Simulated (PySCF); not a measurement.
The system is GeH4, in a box.

```xyz
5
Lattice="12.0000 0.0000 0.0000 0.0000 12.0000 0.0000 0.0000 0.0000 12.0000" Properties=species:S:1:pos:R:3 pbc="T T T"
Ge    6.0584    5.6716    6.2522
H     7.2064    4.9151    6.9328
H     4.8196    5.6414    7.1564
H     5.7292    5.0023    4.9116
H     6.4781    7.1269    6.0081
```

Base run:

* Program: PySCF 2.14.0
* Functional: HLE16
* Potentials or basis: def2-svp (all-electron)
* k mesh: 1 × 1 × 1
* Occupations: fixed
* Spin: no spin polarisation

Its results: gap between the frontier levels 9.75 eV.

Problem. After a change of settings the same cell gave: gap between the frontier levels 9.03 eV. Which change was it?
A. functional from HLE16 to TASK
B. functional from HLE16 to PBE
C. functional from HLE16 to PBEsol0

Solution. B.

Caveats: this is a molecule in a periodic box at the Γ point, so its band gap is the HOMO-LUMO gap; relativity is left out, which matters for the heavier elements; the basis of atomic orbitals isn't converged, which shifts pressures, moduli and gaps.
